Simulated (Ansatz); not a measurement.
**Cl: relaxing cell and atoms at 5 GPa**

Wanted: the geometry at rest of Cl (a crystal from a database, its volume scaled a little), relaxing cell and atoms at 5 GPa, and its electronic structure there.

Program: Ansatz 0.2.0. Level of theory: DFT, r2SCAN, no spin polarisation, plane waves, PAW. These are calculated values, not measurements.

## 1. The structure

Symmetry: Cmce, No. 64, orthorhombic system. Conventional cell: a = 6.296 Å, b = 4.520 Å, c = 8.334 Å, α = 90.00°, β = 90.00°, γ = 90.00°. Cl (site symmetry m) has 1 Cl at 2.04 Å as nearest neighbours.

As a file:

```cif
data_structure
_symmetry_space_group_name_H-M 'P 1'
_symmetry_Int_Tables_number 1
_cell_length_a 3.8751
_cell_length_b 8.3336
_cell_length_c 3.8751
_cell_angle_alpha 90.000
_cell_angle_beta 108.647
_cell_angle_gamma 90.000
_cell_volume 118.57
loop_
_atom_site_label
_atom_site_type_symbol
_atom_site_fract_x
_atom_site_fract_y
_atom_site_fract_z
_atom_site_occupancy
Cl1 Cl 0.13000 0.90000 0.13000 1
Cl2 Cl 0.63000 0.60000 0.63000 1
Cl3 Cl 0.87000 0.10000 0.87000 1
Cl4 Cl 0.37000 0.40000 0.37000 1
```

It starts from an earlier solution of the starting cell (checkpoint.read).

## 2. The relaxation

Input file input.yaml:

```yaml
crystal:
  lattice:
    - [-3.14781382, 0.0, 2.2599689]
    - [0.0, -8.33363531, 0.0]
    - [3.14781382, 0.0, 2.2599689]
  atoms:
    - { symbol: Cl, position: [0.13, 0.9, 0.13] }
    - { symbol: Cl, position: [0.63, 0.6, 0.63] }
    - { symbol: Cl, position: [0.87, 0.1, 0.87] }
    - { symbol: Cl, position: [0.37, 0.4, 0.37] }
  symmetry: { tolerance: 0.0003 }
kpoints:
  mp_grid: { grid: [8, 4, 8], shift: [0, 0, 0] }
magnetization:
  spin_polarized: false
scf:
  occupations: { method: fermi_dirac }
  lower_state_search: "off"
hamiltonian:
  pseudopotentials: { kind: paw }
  xc: r2scan
basis:
  ecutwfc: 500
  fft_grid_basis: typed
relax:
  max_steps: 40
  cell: { p_target: 5.0 }
output:
  forces: true
  stress: true
  eigenvalues: true
  bader: true
  populations: true
  elf: true
  write_potential: true
  volumetric_format: npy
  dos:
    e_range: [-12, 8]
    de: 0.05
    projected: { site_lists: { Cl: [Cl] } }
checkpoint:
  read: saved_state
```

On the command line:

```
> ansatz run input.yaml --threads 2 --pin off --max-ram 2560MiB --backend cpu --events-out ev --progress --plain --runs-dir out
```

Before running it: what results should come out? Wanted: moves; largest move; cell; volume; pressure at the end; gap; least direct gap.

The runs gave:

```
                            quantity                                                                       value
                               moves                                                                           7
                        largest move                                                                 0.09 Å (Cl)
space group (0.01 Å), before / after                                                                 Cmce / Cmce
                                cell  a = 3.451 Å, b = 7.838 Å, c = 3.451 Å, α = 90.00°, β = 113.51°, γ = 90.00°
                              volume                                                     21.40 Å³/atom (-27.8 %)
                 pressure at the end                                                                    4.99 GPa
                          gap (mesh)                                                           2.50 eV, indirect
                    least direct gap                                                                     2.54 eV
```

The volume shrank by 27.8 %, and the largest move of an atom is 0.09 Å apart from the change of the cell. The run held to 8 symmetry operations, so a lower structure without them is not ruled out. The levels show a gap of 2.50 eV, with the least direct gap at 2.54 eV; within 0.7 eV of the edges the states project mainly on Cl p (99 %) below and Cl p (91 %) above. A semilocal functional usually gives too small a gap.
